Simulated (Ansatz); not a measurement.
# C2H8GeO3: small, medium and large basis sets

An exercise on one series of results from a longer session: the logs are not shown, and one member is left open.

Computed with Ansatz 0.2.0, Gaussian basis. Level: one geometry, several basis sets.

The runs, in order: PBE0-D4/def2-SVP; ωB97M-V/def2-SVP; PBE0-D4/def2-QZVPP; ωB97M-V/def2-QZVPP; the functionals' def2-TZVPP values are taken from earlier runs.

### The geometry

An earlier PBE0-D4 in a triple-zeta def2 set relaxation fixed the geometry.

14 atoms, charge 0, spin multiplicity 1.

Atoms are counted from 1 here; the program's logs count them from 0.

Bond lengths: C1–C2 1.524 Å, C1–H7 1.093 Å, C1–H8 1.092 Å, C1–H9 1.092 Å, C2–Ge3 1.930 Å, C2–H10 1.093 Å, C2–H11 1.093 Å, Ge3–O4 1.775 Å, Ge3–O5 1.776 Å, Ge3–O6 1.774 Å, O4–H12 0.961 Å, O5–H13 0.960 Å, O6–H14 0.961 Å. Angles: C2–C1–H7 110.9°, C2–C1–H8 111.3°, C2–C1–H9 111.4°, H7–C1–H8 107.6°, H7–C1–H9 107.8°, H8–C1–H9 107.7°, C1–C2–Ge3 112.8°, C1–C2–H10 111.5°, C1–C2–H11 111.5°, Ge3–C2–H10 107.0°, Ge3–C2–H11 106.9°, H10–C2–H11 106.9°, C2–Ge3–O4 111.2°, C2–Ge3–O5 111.4°, C2–Ge3–O6 112.0°, O4–Ge3–O5 106.9°, O4–Ge3–O6 107.8°, O5–Ge3–O6 107.4° and more.

The first run:

in.yaml reads:

```yaml
crystal:
  periodic: [false, false, false]
  atoms:
    - {symbol: C, position_ang: [0.901279, -1.134470, 1.373763]}
    - {symbol: C, position_ang: [0.677275, -0.987860, -0.126183]}
    - {symbol: Ge, position_ang: [-0.424390, 0.533609, -0.571335]}
    - {symbol: O, position_ang: [-2.087304, 0.313258, 0.008629]}
    - {symbol: O, position_ang: [0.190925, 2.020955, 0.178613]}
    - {symbol: O, position_ang: [-0.493786, 0.812773, -2.321873]}
    - {symbol: H, position_ang: [1.535182, -1.997491, 1.590740]}
    - {symbol: H, position_ang: [-0.042951, -1.275868, 1.904169]}
    - {symbol: H, position_ang: [1.387366, -0.250360, 1.791581]}
    - {symbol: H, position_ang: [0.186893, -1.870218, -0.545511]}
    - {symbol: H, position_ang: [1.621831, -0.864382, -0.662278]}
    - {symbol: H, position_ang: [-2.381432, 1.076849, 0.511795]}
    - {symbol: H, position_ang: [0.318626, 2.710532, -0.477685]}
    - {symbol: H, position_ang: [-1.402313, 0.883471, -2.625624]}
basis:
  gaussian: {orbitals: def2-SVP}
hamiltonian: {xc: pbe0, dispersion: d4}
output: {orbitals: {seedname: orbitals}}
```

Command:

```
$ ansatz run in.yaml --threads 8 --pin off --events-out ev --progress --plain --max-ram 18278MiB
```

Steps of the session up to this table: PBE0-D4 in def2-SVP; ωB97M-V in def2-SVP; PBE0-D4 in def2-QZVPP; ωB97M-V in def2-QZVPP.

One of the session's tables, all rows but one given; the rest of the session is left out.

It belongs to the step «Functionals by basis». 

| functional | basis | HOMO (eV) | LUMO (eV) |
| --- | --- | --- | --- |
| PBE0-D4 | def2-SVP | -8.04 | 0.78 |
| PBE0-D4 | def2-TZVPP | -8.22 | 0.25 |
| PBE0-D4 | def2-QZVPP | ? | ? |
| ωB97M-V | def2-SVP | -10.34 | 2.50 |
| ωB97M-V | def2-TZVPP | -10.52 | 1.77 |
| ωB97M-V | def2-QZVPP | -10.58 | 1.22 |

Estimate the missing values for PBE0-D4, def2-QZVPP.

**Answer.** HOMO (eV): -8.28; LUMO (eV): -0.09. In the column «HOMO (eV)» it lies between ωB97M-V, def2-SVP (-10.34) and PBE0-D4, def2-TZVPP (-8.22).
